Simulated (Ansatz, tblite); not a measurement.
**Al10P10 zinc blende bond sphere (Al₁₀P₁₀H₃₀): rung by rung**

Aim: run the singlet of Al10P10 zinc blende bond sphere (Al₁₀P₁₀H₃₀) at one geometry on many levels, and compare frontier levels, spin and run time.

Computed with Ansatz 0.2.0, Gaussian basis. Level: as each input shows.

Levels to be run: GFN1-xTB, GFN2-xTB, PBE-D4/def2-SVP, r2SCAN-D4/def2-SVP, revPBE-D4/def2-SVP, BHLYP-D4/def2-SVP, ωB97M-V/def2-SVP, PBE+5HF/def2-SVP, PBE+10HF/def2-SVP, PBE+15HF/def2-SVP, PBE+35HF/def2-SVP, PBE+50HF/def2-SVP, PBE0-D4/def2-TZVP, PBE-D4/def2-TZVP, HF/STO-3G, HF/6-31G, B3LYP-D4/6-31G, MP2/def2-SVP, RPA/def2-SVP.

### Step 1. The geometry

The singlet was relaxed beforehand with r2SCAN-D4/def2-SVP.

50 atoms, charge 0, spin multiplicity 1.

Bond lengths: Al1–P11 2.430 Å, Al1–P12 2.408 Å, Al1–P13 2.381 Å, Al1–H21 1.588 Å, Al2–P11 2.478 Å, Al2–P14 2.428 Å, Al2–H22 1.585 Å, Al2–H23 1.599 Å, Al3–P13 2.380 Å, Al3–P15 2.410 Å, Al3–P16 2.428 Å, Al3–H24 1.587 Å, Al4–P14 2.407 Å, Al4–P15 2.454 Å, Al4–H25 1.589 Å, Al4–H26 1.600 Å, Al5–P12 2.454 Å, Al5–P17 2.410 Å and more. Angles: P11–Al1–P12 97.6°, P11–Al1–P13 107.9°, P11–Al1–H21 111.7°, P12–Al1–P13 106.4°, P12–Al1–H21 116.4°, P13–Al1–H21 115.1°, P11–Al2–P14 101.8°, P11–Al2–H22 110.1°, P11–Al2–H23 101.0°, P14–Al2–H22 113.9°, P14–Al2–H23 105.4°, H22–Al2–H23 122.2°, P13–Al3–P15 106.9°, P13–Al3–P16 107.9°, P13–Al3–H24 115.3°, P15–Al3–P16 97.0°, P15–Al3–H24 115.9°, P16–Al3–H24 112.1° and more.

PBE0-D4/def2-SVP was run before; its log isn't repeated, and its numbers join the tables.

### Step 2. GFN1-xTB

Tight binding, by tblite at 300 K electronic temperature and without a spin-polarisation term:

```python
tblite.interface.Calculator('GFN1-xTB', numbers, positions, charge=0, uhf=0).singlepoint()
```

Energy -1519.9929 eV, HOMO -10.33 eV, LUMO -6.40 eV; 0.38 s.

### Step 3. GFN2-xTB

Tight binding, by tblite at 300 K electronic temperature and without a spin-polarisation term:

```python
tblite.interface.Calculator('GFN2-xTB', numbers, positions, charge=0, uhf=0).singlepoint()
```

Energy -1401.1470 eV, HOMO -10.19 eV, LUMO -7.19 eV; 0.35 s.

### Step 4. PBE-D4/def2-SVP

start.molden holds the orbitals of an earlier run on this state, given as this run's starting guess.

in.yaml

```yaml
crystal:
  periodic: [false, false, false]
  atoms:
    - {symbol: Al, position_ang: [-1.981725, -2.221523, -0.595406]}
    - {symbol: Al, position_ang: [-2.446906, 1.158070, -3.502348]}
    - {symbol: Al, position_ang: [-2.246858, 0.589959, 1.958379]}
    - {symbol: Al, position_ang: [-1.999948, 3.640622, -0.670572]}
    - {symbol: Al, position_ang: [0.663707, -2.052992, -3.609585]}
    - {symbol: Al, position_ang: [0.607178, -1.969355, 2.216731]}
    - {symbol: Al, position_ang: [3.483031, -2.459434, -1.176056]}
    - {symbol: Al, position_ang: [0.679369, 0.692563, -0.686386]}
    - {symbol: Al, position_ang: [1.137979, 3.453180, 2.516843]}
    - {symbol: Al, position_ang: [3.627454, 0.689817, 1.996436]}
    - {symbol: P, position_ang: [-3.032090, -0.985395, -2.405263]}
    - {symbol: P, position_ang: [-0.419396, -3.476920, -1.929575]}
    - {symbol: P, position_ang: [-0.691101, -0.686183, 0.687302]}
    - {symbol: P, position_ang: [-0.768685, 2.047958, -1.990335]}
    - {symbol: P, position_ang: [-3.453300, 1.978813, 0.401133]}
    - {symbol: P, position_ang: [-1.024119, 2.374239, 3.060692]}
    - {symbol: P, position_ang: [1.969802, -0.769836, -2.043011]}
    - {symbol: P, position_ang: [2.419485, -3.025390, 0.988252]}
    - {symbol: P, position_ang: [1.979679, -0.416525, 3.443920]}
    - {symbol: P, position_ang: [2.015573, 2.000116, 0.779428]}
    - {symbol: H, position_ang: [-3.041380, -3.066973, 0.231084]}
    - {symbol: H, position_ang: [-1.910943, 0.891185, -4.970223]}
    - {symbol: H, position_ang: [-3.768208, 2.014301, -3.220859]}
    - {symbol: H, position_ang: [-3.135600, -0.243211, 2.975919]}
    - {symbol: H, position_ang: [-2.810478, 4.678501, -1.558945]}
    - {symbol: H, position_ang: [-1.194966, 4.093876, 0.636119]}
    - {symbol: H, position_ang: [-0.653356, -1.282397, -4.089614]}
    - {symbol: H, position_ang: [1.571419, -2.873531, -4.621607]}
    - {symbol: H, position_ang: [-0.212680, -3.018439, 3.080985]}
    - {symbol: H, position_ang: [3.156820, -3.777767, -2.021320]}
    - {symbol: H, position_ang: [4.967485, -1.954258, -0.942747]}
    - {symbol: H, position_ang: [0.896990, 4.952480, 2.061742]}
    - {symbol: H, position_ang: [1.985958, 3.091944, 3.824455]}
    - {symbol: H, position_ang: [4.094155, -0.603105, 1.178399]}
    - {symbol: H, position_ang: [4.655624, 1.585926, 2.809906]}
    - {symbol: H, position_ang: [-3.257267, -1.954353, -3.419422]}
    - {symbol: H, position_ang: [-4.381326, -0.863727, -1.965253]}
    - {symbol: H, position_ang: [-1.180102, -4.499792, -2.555862]}
    - {symbol: H, position_ang: [0.421554, -4.292426, -1.129741]}
    - {symbol: H, position_ang: [0.101965, 2.836922, -2.795282]}
    - {symbol: H, position_ang: [-4.288197, 1.220645, -0.459138]}
    - {symbol: H, position_ang: [-4.461555, 2.617584, 1.170700]}
    - {symbol: H, position_ang: [-1.989069, 3.395618, 3.271915]}
    - {symbol: H, position_ang: [-0.934295, 1.922090, 4.408242]}
    - {symbol: H, position_ang: [2.762803, 0.085944, -2.859433]}
    - {symbol: H, position_ang: [2.010652, -4.386914, 0.903296]}
    - {symbol: H, position_ang: [3.443830, -3.200202, 1.956907]}
    - {symbol: H, position_ang: [2.626130, -1.192101, 4.442193]}
    - {symbol: H, position_ang: [1.213992, 0.424583, 4.290993]}
    - {symbol: H, position_ang: [2.790911, 2.835822, -0.073986]}
basis:
  gaussian: {orbitals: def2-SVP, fitting: {mean_field: def2-universal-jkfit}, initial_orbitals: start.molden}
hamiltonian: {xc: pbe, dispersion: d4}
scf: {omitted_lower_state_checks: [starts]}
output: {forces: true, orbitals: {seedname: orbitals}}
```

On the command line:

```
$ ansatz run in.yaml --threads 2 --pin off --events-out ev --progress --plain --max-ram 22528MiB --backend cuda --devices 0, --max-vram 18GiB
```

The runs that follow: r2SCAN-D4/def2-SVP; revPBE-D4/def2-SVP; BHLYP-D4/def2-SVP; ωB97M-V/def2-SVP; PBE+5HF/def2-SVP; PBE+10HF/def2-SVP; PBE+15HF/def2-SVP; PBE+35HF/def2-SVP; PBE+50HF/def2-SVP; PBE0-D4/def2-TZVP; PBE-D4/def2-TZVP; HF/STO-3G; HF/6-31G; B3LYP-D4/6-31G; MP2/def2-SVP; RPA/def2-SVP.

Q: Predict the results of all the runs planned. Wanted: gap in def2-SVP, named functionals, smallest and largest; gap over the share of exact exchange; correlation energy, MP2/def2-SVP; binding an atom, functionals in def2-SVP; PBE0 total energy, smallest basis above largest.

**Answer**, as computed:

| quantity | value |
| --- | --- |
| gap in def2-SVP, named functionals, smallest and largest | 4.03 eV (PBE-D4), 9.46 eV (ωB97M-V) |
| gap over the share of exact exchange | 4.03 eV at 0, 7.70 eV at 0.5 |
| correlation energy, MP2/def2-SVP | -53.08 eV |
| binding an atom, functionals in def2-SVP | 2.86 (revPBE-D4) to 2.95 eV (ωB97M-V) |
| PBE0 total energy, smallest basis above largest | 54.05 eV (def2-SVP, def2-TZVP) |

In words: Over the named functionals in def2-SVP the gap runs from 4.03 eV (PBE-D4) to 9.46 eV (ωB97M-V); exact exchange widens it. Raising the share of exact exchange from 0 to 0.5 moves the HOMO by -2.25 eV and the LUMO by +1.42 eV.
